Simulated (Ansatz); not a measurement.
The system is Al3Au.

```
Au Al
1.0
    -2.02533    2.02533    4.05660
     2.02533   -2.02533    4.05660
     2.02533    2.02533   -4.05660
Au Al
1 3
Direct
  0.00000 0.00000 0.00000
  0.50000 0.50000 0.00000
  0.25000 0.75000 0.50000
  0.75000 0.25000 0.50000
```

The cell comes from a database or a generator and needn't be the stable form of this composition.

Base run:

| Item | Value |
| --- | --- |
| Program | Ansatz 0.2.0 |
| Functional | PBEsol |
| Potentials or basis | all-electron LAPW, non-relativistic |
| Cutoff | 178 eV |
| Density cutoff | 712 eV |
| Basis error allowed | 0.002 eV/atom |
| k mesh | 9 × 9 × 9 |
| Occupations | fermi-dirac, width 0.05 eV |
| Spin | no spin polarisation |

Its results: pressure 5.9 GPa.

After a change of settings the same cell gave: pressure -2.6 GPa. Which change was it?
A. potentials or basis from all-electron LAPW, non-relativistic to all-electron LAPW, inner shells corrected to Dirac's equation
B. functional from PBEsol to LDA; potentials or basis from all-electron LAPW, non-relativistic to all-electron LAPW, scalar-relativistic
C. functional from PBEsol to PBE; potentials or basis from all-electron LAPW, non-relativistic to all-electron LAPW, scalar-relativistic

A.

Caveats: relativity is left out, which matters for the heavier elements (some runs).

Not every run made on this cell is shown here.
